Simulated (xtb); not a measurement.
**GFN2-xTB run of C2H6GaN (SMILES C#[C][GaH2-][NH3+])**

Aim: the electronic atomisation energy of C2H6GaN at GFN2-xTB, from 5 runs. 

Program for the calculation: xtb 6.7.1.

8 further runs of the same task are left out: 8 set aside as unsound or not needed.

### 1 The molecule

The species is C2H6GaN (10 atoms), meant as a singlet with charge 0. SMILES: `C#[C][GaH2-][NH3+]`. Geometry: a GFN2-xTB relaxation, a rough one for these elements and not checked as a minimum.

Bond lengths: C1–C2 1.209 Å, C2–Ga3 1.948 Å, Ga3–N4 2.153 Å, C1–H5 1.056 Å, Ga3–H6 1.544 Å, Ga3–H7 1.544 Å, N4–H8 1.020 Å, N4–H9 1.019 Å, N4–H10 1.020 Å. Some angles: C1–C2–Ga3 175.7°, C2–Ga3–N4 98.2°, C2–C1–H5 178.8°, C2–Ga3–H6 117.1°, C2–Ga3–H7 117.2°, N4–Ga3–H6 99.7°, N4–Ga3–H7 99.6°, Ga3–N4–H8 109.4°, Ga3–N4–H9 113.6°, Ga3–N4–H10 109.6°.

### 2 Energy and gradient at GFN2-xTB

Contents of xcontrol:

```
$chrg 0
$spin 0
$end
```

Contents of coord:

```
$coord angs
     0.4620700     0.8085900    -2.5052600  C
     0.2322000     0.7875100    -1.3182000  C
    -0.1425600     0.9008600     0.5904300  Ga
    -0.1618500    -1.2074400     1.0239900  N
     0.6615900     0.8052300    -3.5420900  H
    -1.5854900     1.2637300     1.0036100  H
     1.0156700     1.3418700     1.5113100  H
     0.7379900    -1.6138600     0.7684200  H
    -0.3399500    -1.4203500     2.0046000  H
    -0.8796800    -1.6661500     0.4631800  H
$end
```

The run is started by

```sh
$ xtb coord --grad --input xcontrol > coord.out 2> xtb.err
```

The log of the run:

```text
* xtb version 6.7.1
[...]
          :  # basis functions                  28          :
[...]
          :  # electrons                        22          :
[...]
          :  Hamiltonian                  GFN2-xTB          :
[...]
          :  net charge                          0          :
          :  unpaired electrons                  0          :
[...]
   *** convergence criteria satisfied after 12 iterations ***
[...]
         ::                     SUMMARY                     ::
         :::::::::::::::::::::::::::::::::::::::::::::::::::::
         :: total energy             -11.361275696498 Eh    ::
         :: gradient norm              0.000349245286 Eh/a0 ::
         :: HOMO-LUMO gap              5.740680222195 eV    ::
         ::.................................................::
         :: SCC energy               -11.559023236836 Eh    ::
         :: -> isotropic ES            0.026812831283 Eh    ::
         :: -> anisotropic ES          0.007926390817 Eh    ::
         :: -> anisotropic XC          0.011081557821 Eh    ::
         :: -> dispersion             -0.004883817820 Eh    ::
         :: repulsion energy           0.197747540339 Eh    ::
         :: add. restraining           0.000000000000 Eh    ::
         :: total charge              -0.000000000000 e     ::
         :::::::::::::::::::::::::::::::::::::::::::::::::::::
[...]
        11        2.0000           -0.3943718             -10.7314 (HOMO)
        12                         -0.1834057              -4.9907 (LUMO)
[...]
     #   Z          covCN         q      C6AA      α(0)
     1   6 C        1.911    -0.078    33.248     9.312
     2   6 C        1.848    -0.071    33.084     9.292
     3  31 Ga       3.408    -0.111   221.725    33.393
     4   7 N        3.304    -0.266    26.876     7.700
     5   1 H        0.928     0.060     2.193     2.316
     6   1 H        0.907    -0.083     5.004     3.499
     7   1 H        0.907    -0.083     5.006     3.500
     8   1 H        0.860     0.211     1.049     1.605
     9   1 H        0.860     0.209     1.062     1.614
    10   1 H        0.860     0.211     1.050     1.605
[...]
     #   Z sym  total        # sym  WBO       # sym  WBO       # sym  WBO
 ---------------------------------------------------------------------------
     1   6 C    3.975 --     2 C    2.845     5 H    0.963     3 Ga   0.150
     2   6 C    3.921 --     1 C    2.845     3 Ga   0.929
     3  31 Ga   3.345 --     2 C    0.929     7 H    0.831     6 H    0.831
                             4 N    0.530     1 C    0.150
     4   7 N    3.398 --     9 H    0.936    10 H    0.934     8 H    0.934
                             3 Ga   0.530
     5   1 H    0.996 --     1 C    0.963
     6   1 H    0.993 --     3 Ga   0.831
     7   1 H    0.993 --     3 Ga   0.831
     8   1 H    0.955 --     4 N    0.934
     9   1 H    0.956 --     4 N    0.936
    10   1 H    0.955 --     4 N    0.934
 ---------------------------------------------------------------------------
[...]
molecular dipole:
                 x           y           z       tot (Debye)
 q only:       -0.014      -1.994       0.394
   full:       -0.008      -2.302       0.411       5.943
molecular quadrupole (traceless):
[...]
          | TOTAL ENERGY              -11.361275696498 Eh   |
          | GRADIENT NORM               0.000349245286 Eh/α |
          | HOMO-LUMO GAP               5.740680222195 eV   |
           -------------------------------------------------
[...]
```

Standard error:

```text
normal termination of xtb
```

It took 0.047 s on 1 thread of Intel Xeon Platinum 8259CL at 2.50GHz (Skylake/Cascade Lake), shared host.

### 3 The C atom: the energy at GFN2-xTB

Contents of coord:

```
$coord angs
     0.0000000     0.0000000     0.0000000  C
$end
```

The run is started by

```sh
$ xtb coord --json --uhf 2 --gfn 2 -P 1 | tee coord.out
```

The log of the run, shortened:

```text
* xtb version 6.7.1
[...]
          :  # basis functions                   4          :
[...]
          :  # electrons                         4          :
[...]
          :  Hamiltonian                  GFN2-xTB          :
[...]
          :  net charge                          0          :
          :  unpaired electrons                  2          :
[...]
   *** convergence criteria satisfied after 45 iterations ***
[...]
         ::                     SUMMARY                     ::
         :::::::::::::::::::::::::::::::::::::::::::::::::::::
         :: total energy              -1.793296371365 Eh    ::
         :: gradient norm              0.000000000000 Eh/a0 ::
         :: HOMO-LUMO gap              0.000000000000 eV    ::
         ::.................................................::
         :: SCC energy                -1.793296371365 Eh    ::
         :: -> isotropic ES           -0.025000000000 Eh    ::
         :: -> anisotropic ES          0.000000000000 Eh    ::
         :: -> anisotropic XC          0.000000000000 Eh    ::
         :: -> dispersion              0.000000000000 Eh    ::
         :: repulsion energy           0.000000000000 Eh    ::
         :: add. restraining           0.000000000000 Eh    ::
         :: total charge               0.000000000000 e     ::
         :::::::::::::::::::::::::::::::::::::::::::::::::::::
[...]
         3        0.6667           -0.4732266             -12.8772 (HOMO)
         4        0.6667           -0.4732266             -12.8772 (LUMO)
[...]
molecular dipole:
                 x           y           z       tot (Debye)
 q only:        0.000       0.000       0.000
   full:        0.000       0.000       0.000       0.000
molecular quadrupole (traceless):
[...]
          | TOTAL ENERGY               -1.793296371365 Eh   |
          | GRADIENT NORM               0.000000000000 Eh/α |
          | HOMO-LUMO GAP               0.000000000000 eV   |
           -------------------------------------------------
[...]
```

Standard error:

```text
normal termination of xtb
```

Wall time 0.047 s (1 thread of Intel Xeon Platinum 8259CL at 2.50GHz (Skylake/Cascade Lake), shared host).

### 4 The Ga atom: a single-point energy at GFN2-xTB

Contents of .CHRG:

```
0
```

Contents of .UHF:

```
1
```

Contents of start.xyz:

```xyz
1

Ga     0.00000     0.00000     0.00000
```

The run is started by

```sh
$ xtb start.xyz --sp > start.out
```

The log of the run, shortened:

```text
* xtb version 6.7.1
[...]
          :  # basis functions                  10          :
[...]
          :  # electrons                         3          :
[...]
          :  Hamiltonian                  GFN2-xTB          :
[...]
          :  net charge                          0          :
          :  unpaired electrons                  1          :
[...]
   *** convergence criteria satisfied after 3 iterations ***
[...]
         ::                     SUMMARY                     ::
         :::::::::::::::::::::::::::::::::::::::::::::::::::::
         :: total energy              -1.081111835714 Eh    ::
         :: gradient norm              0.000000000000 Eh/a0 ::
         :: HOMO-LUMO gap              0.000000000000 eV    ::
         ::.................................................::
         :: SCC energy                -1.081111835714 Eh    ::
         :: -> isotropic ES            0.000000000000 Eh    ::
         :: -> anisotropic ES          0.000000000000 Eh    ::
         :: -> anisotropic XC          0.000000000000 Eh    ::
         :: -> dispersion              0.000000000000 Eh    ::
         :: repulsion energy           0.000000000000 Eh    ::
         :: add. restraining           0.000000000000 Eh    ::
         :: total charge              -0.000000000000 e     ::
         :::::::::::::::::::::::::::::::::::::::::::::::::::::
[...]
         2        0.3333           -0.1642648              -4.4699 (HOMO)
         3        0.3333           -0.1642648              -4.4699 (LUMO)
[...]
molecular dipole:
                 x           y           z       tot (Debye)
 q only:        0.000       0.000       0.000
   full:        0.000       0.000       0.000       0.000
molecular quadrupole (traceless):
[...]
          | TOTAL ENERGY               -1.081111835714 Eh   |
          | GRADIENT NORM               0.000000000000 Eh/α |
          | HOMO-LUMO GAP               0.000000000000 eV   |
           -------------------------------------------------
[...]
```

Standard error:

```text
normal termination of xtb
```

Wall time 0.039 s (1 thread of Intel Xeon Platinum 8259CL at 2.50GHz (Skylake/Cascade Lake), shared host).

### 5 The H atom: a single-point energy at GFN2-xTB

.CHRG is that of step 4.

.UHF is that of step 4.

Contents of in.coord:

```
$coord angs
     0.0000000     0.0000000     0.0000000  H
$end
```

Run the same way, it converges to -0.39348 Eh (log not shown).

### 6 The N atom: the energy at GFN2-xTB

Contents of xcontrol:

```
$chrg 0
$spin 3
$end
```

Contents of struc.xyz:

```xyz
1

N      0.000000     0.000000     0.000000
```

Run the same way, it converges to -2.60582 Eh (log not shown).

### 7 Results

Level: GFN2-xTB.

| quantity | value |
| --- | --- |
| molecule: total energy | -11.36128 Eh |
| molecule: dipole moment | 5.94 D |
| molecule: HOMO energy | -10.73 eV |
| molecule: LUMO energy | -4.99 eV |
| molecule: HOMO–LUMO gap | 5.74 eV |
| molecule: dispersion energy | -12.82 kJ/mol |
| molecule: largest force on an atom | 0.012 eV/Å |
| molecule: mean polarisability (D4 model) | 73.8 bohr³ |
| C atom: total energy | -1.79330 Eh |
| C atom: dipole moment | 0.00 D |
| C atom: HOMO energy (partly filled) | -12.88 eV |
| C atom: LUMO energy | -12.88 eV |
| C atom: mean polarisability (D4 model) | 12.3 bohr³ |
| Ga atom: total energy | -1.08111 Eh |
| Ga atom: dipole moment | 0.00 D |
| Ga atom: HOMO energy (partly filled) | -4.47 eV |
| Ga atom: LUMO energy | -4.47 eV |
| Ga atom: mean polarisability (D4 model) | 56.3 bohr³ |
| H atom: total energy | -0.39348 Eh |
| H atom: dipole moment | 0.00 D |
| H atom: HOMO energy (partly filled) | -10.71 eV |
| H atom: mean polarisability (D4 model) | 5.0 bohr³ |
| N atom: total energy | -2.60582 Eh |
| N atom: dipole moment | 0.00 D |
| N atom: HOMO energy (partly filled) | -12.67 eV |
| N atom: mean polarisability (D4 model) | 7.5 bohr³ |
| electronic atomisation energy | 46.990 eV |

**Reading.** The method runs without spin polarisation, so open shells lack the exchange term that lowers high spin: such energies come out too high. Taking the molecule apart into free atoms costs 46.99 eV (4534 kJ/mol), before zero-point energy and without spin-orbit coupling. Tight-binding and semi-empirical models aren't fitted to free atoms, so this value can be far from the true one. Mulliken charges (molecule) run from -0.27 on N4 to +0.21 on H8.
